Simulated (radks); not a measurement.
# Nb²³⁺ in [Ne] 3p6 3d2: an all-electron calculation

What are the levels of the niobium ion Nb23+, how large are its shells, and how does its energy divide?

The numbers are computed with radks (a radial shooting solver on a logarithmic mesh, Libxc functionals) version 1 (Dirac Kohn-Sham, PBE, spin-unpolarised, spherical densities, finite nucleus; open shells fill j = l - 1/2 first), except any that are marked as measured or tabulated.

## 1. What is computed

| Item | Value |
| --- | --- |
| element | niobium (Z = 41) |
| charge | +23 |
| electrons | 18 |
| configuration | [Ne] 3p6 3d2 |
| nuclear rms radius | 4.324 fm |

## 2. The calculation

The run's settings:

```text
Z 41
configuration [Ne] 3p6 3d2
relativity Dirac
functional pbe,pbe
spin unpolarised
j_filling energy
nucleus finite rms 4.324 fm
c 137.035999084
```

Command:

```console
python run_ks.py task.json out
```

The same process makes all the runs of this session.

**Question.** What will this run give?

As calculated:

```
                        quantity                    value
                    total energy      -3478.43071 hartree
exchange-correlation share of it                   2.50 %
                            −T/E                   1.0378
          highest occupied level        3d3/2, -1024.0 eV
    most extended occupied level  3p3/2, <r> = 0.393 bohr
 radius at density 0.001 e/bohr³                1.11 bohr
    maxima of the radial density                        3
```

3 principal shells are occupied and 3 maxima appear in the radial density. −T/E is 1.038: with relativity the kinetic term as defined here no longer equals −E. This is not the tabulated ground configuration, so its levels and sizes aren't those of the ground state, and no measured value stands beside it.
